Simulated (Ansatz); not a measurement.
# TiCO+ (quartet): the correlation ladder at a displaced geometry (v1), def2-SVP

The task here is to estimate one member of a computed series from the others.

Program: Ansatz 0.2.0, Gaussian basis. Level of theory: def2-SVP, core rule «outside noble gas», up to 11 orbitals frozen. These are calculated values, not measurements.

To be run: UHF; CCSD(T) on ROHF; CCSD(T) on UHF; CISD as a restricted active space (open shells left free, so some higher excitations enter); CCSDT(Q) on ROHF; CCSDT(Q) on UHF.

18 further runs of the same task are left out: 10 that didn't finish, 8 set aside as unsound or not needed. Runs told in other sessions of the task aren't counted.

## What is computed

The geometry is a PBE0/def2-TZVP stationary point (not a proven minimum) with its atoms shifted at random (size 0.040 Å).

3 atoms, charge 1, spin multiplicity 4.

Atoms are counted from 1 here; the program's logs count them from 0.

Bond lengths: Ti1–C2 2.110 Å, C2–O3 1.172 Å. Angles: Ti1–C2–O3 175.9°.

Coordinates:

```xyz
3
COTi
Ti   -0.01543   -0.00901    1.79647
C    -0.01627   -0.02515   -0.31334
O     0.03170    0.03416   -1.48313
```

Set-up of the first run:

Contents of in.yaml:

```yaml
crystal:
  periodic: [false, false, false]
  atoms:
    - {symbol: Ti, position_ang: [-0.015433, -0.009008, 1.796467]}
    - {symbol: C, position_ang: [-0.016266, -0.025151, -0.313340]}
    - {symbol: O, position_ang: [0.031698, 0.034159, -1.483127]}
basis:
  gaussian: {orbitals: def2-SVP}
total_charge: 1
magnetization: {spin_polarized: true, initial_magnetization: 3}
hamiltonian: {xc: hf}
output: {orbitals: {seedname: orbitals}}
```

Started as:

```sh
ansatz run in.yaml --threads 1 --pin off --events-out ev --progress --plain --max-ram 2393MiB
```

Steps of the session up to this table: UHF; CCSD(T) on ROHF; CCSD(T) on UHF; CISD as a restricted active space (open shells left free, so some higher excitations enter); CCSDT(Q) on ROHF; CCSDT(Q) on UHF.

One table of the session follows, with a row left open; its other results are not shown here.

It belongs to the step «Misses and costs». 

| method | from RCCSDT(Q) (kJ/mol) |
| --- | --- |
| ROHF | +941.6 |
| UHF | +931.8 |
| RMP2 | +73.0 |
| UMP2 | +70.3 |
| RCCSD | +46.5 |
| UCCSD | +40.5 |
| RCCSD(T) | +7.1 |
| UCCSD(T) | +1.8 |
| RCCSDT | +4.0 |
| UCCSDT | -1.6 |
| RCCSDT(Q) | 0 |
| UCCSDT(Q) | ? |

Estimate the missing values for UCCSDT(Q).

As computed: from RCCSDT(Q) (kJ/mol): -6.1. In the column «from RCCSDT(Q) (kJ/mol)» it is the lowest.

Not comparable, so not listed: CISD as a restricted active space (open shells left free, so some higher excitations enter) (they don't share determinant, frozen orbitals or solution with the rows shown, or repeat one).

To keep in mind: Restricted and unrestricted rows rest on different reference determinants; a gap between their highest levels can come from leftover correlation error, from unlike frozen cores or from another state.
